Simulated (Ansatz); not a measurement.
**C₂H₃Cl₂FSi₂: up Jacob's ladder to CCSD(T)**

How much do the methods differ for C₂H₃Cl₂FSi₂? The plan is to run it at one geometry with functionals of several rungs and with coupled cluster. The yardstick is the atomisation energy at the CCSD(T) limit.

The runs use Ansatz 0.2.0, Gaussian basis; functionals in def2-TZVPP, the program's frozen cores in correlated methods.

Levels to be run: LDA (SPW92), PBE-D4, revPBE-D4, BLYP-D4, r2SCAN-D4, B97M-V, PBE0-D4, B3LYP-D4, r2SCANh-D4, r2SCAN0-D4, HSE06-D4, BHLYP-D4, CAM-B3LYP-D4, LC-ωPBE, ωB97X-V, ωB97M-V, B2PLYP, PBE-QIDH; CCSD(T)/def2-SVP; CCSD(T)/def2-TZVPP; CCSD(T)/def2-QZVPP; extrapolation to the limit; RPA on PBE.

**1. Structure used throughout**

An earlier PBE0-D4 in a triple-zeta def2 set relaxation fixed the geometry.

SMILES `F[SiH](Cl)C#C[SiH2]Cl`, 10 atoms, charge 0, spin multiplicity 1.

Atoms are counted from 1 here; the program's logs count them from 0.

Bond lengths: F1–Si2 1.585 Å, Si2–Cl3 2.030 Å, Si2–C4 1.813 Å, Si2–H8 1.470 Å, C4–C5 1.213 Å, C5–Si6 1.824 Å, Si6–Cl7 2.045 Å, Si6–H9 1.477 Å, Si6–H10 1.477 Å. Angles: F1–Si2–Cl3 108.5°, F1–Si2–C4 108.7°, F1–Si2–H8 108.8°, Cl3–Si2–C4 109.2°, Cl3–Si2–H8 109.7°, C4–Si2–H8 111.8°, Si2–C4–C5 178.0°, C4–C5–Si6 179.2°, C5–Si6–Cl7 109.0°, C5–Si6–H9 109.1°, C5–Si6–H10 109.2°, Cl7–Si6–H9 108.9°, Cl7–Si6–H10 108.9°, H9–Si6–H10 111.7°.

**2. LDA**

This LDA is Slater exchange with PW92 correlation.

in.yaml

```yaml
crystal:
  periodic: [false, false, false]
  atoms:
    - {symbol: F, position_ang: [-2.504055, 0.159786, -2.160157]}
    - {symbol: Si, position_ang: [-2.043470, -0.804775, -0.989974]}
    - {symbol: Cl, position_ang: [-3.493194, -0.834288, 0.430107]}
    - {symbol: C, position_ang: [-0.513360, -0.153934, -0.268284]}
    - {symbol: C, position_ang: [0.525486, 0.241612, 0.217998]}
    - {symbol: Si, position_ang: [2.076631, 0.859958, 0.952277]}
    - {symbol: Cl, position_ang: [3.539578, -0.547754, 0.703220]}
    - {symbol: H, position_ang: [-1.857090, -2.157101, -1.536429]}
    - {symbol: H, position_ang: [2.480389, 2.098824, 0.256122]}
    - {symbol: H, position_ang: [1.872386, 1.086272, 2.397821]}
basis:
  gaussian: {orbitals: def2-TZVPP}
hamiltonian: {xc: lda}
output: {orbitals: {seedname: orbitals}}
```

The runs that follow: PBE-D4 (GGA); revPBE-D4 (GGA); BLYP-D4 (GGA); r2SCAN-D4 (meta-GGA); B97M-V (meta-GGA); PBE0-D4 (hybrid); B3LYP-D4 (hybrid); r2SCANh-D4 (hybrid); r2SCAN0-D4 (hybrid); HSE06-D4 (hybrid); BHLYP-D4 (hybrid); CAM-B3LYP-D4 (range-separated); LC-ωPBE (range-separated); ωB97X-V (range-separated); ωB97M-V (range-separated); B2PLYP (double hybrid); PBE-QIDH (double hybrid); CCSD(T) in def2-SVP; CCSD(T) in def2-TZVPP; CCSD(T) in def2-QZVPP; RPA on PBE orbitals.

Before running them: what should the planned runs give, taken together? Wanted: atomisation energy, CCSD(T)/CBS; farthest beyond LDA; mean size of error, GGA; mean size of error, meta-GGA; mean size of error, hybrid; mean size of error, range-separated; mean size of error, double hybrid; gap, smallest and largest; T1 diagnostic.

As calculated:

| quantity | value |
| --- | --- |
| atomisation energy, CCSD(T)/CBS | 3917.6 kJ/mol |
| functionals within 19.6 kJ/mol (0.5 %) | r2SCAN-D4, B97M-V, ωB97X-V, ωB97M-V |
| farthest beyond LDA | BHLYP-D4 (-152.7 kJ/mol) |
| mean size of error, GGA | 51.7 kJ/mol |
| mean size of error, meta-GGA | 6.4 kJ/mol |
| mean size of error, hybrid | 59.5 kJ/mol |
| mean size of error, range-separated | 25.9 kJ/mol |
| mean size of error, double hybrid | 47.1 kJ/mol |
| gap, smallest and largest | 4.95 eV (LDA (SPW92)), 12.14 eV (LC-ωPBE) |
| T1 diagnostic | 0.0112 |
| triples share of the correlation energy | 4.2 % |

What this shows: LDA overbinds by 510.5 kJ/mol (13 %). PBE-D4 misses by +43.0 kJ/mol. Double hybrids carry the basis error of their MP2 part in triple zeta, and no dispersion term here, so their miss is partly the set-up's. By mean error the best rung here is meta-GGA (6.4 kJ/mol) and the worst beyond LDA is hybrid (59.5 kJ/mol). The mean of the hybrids holds BHLYP, with half exact exchange. Misses under about 19.6 kJ/mol are within the doubt on the reference itself, which lacks core-valence correlation, relativity and higher excitations. Hartree-Fock recovers 74 % of the binding; the rest is correlation. CCSD(T) in def2-SVP is off by -306.9 kJ/mol, which most functionals beat. The gap grows from 5.0 to 12.1 eV across the functionals, mostly with the share of exact exchange.
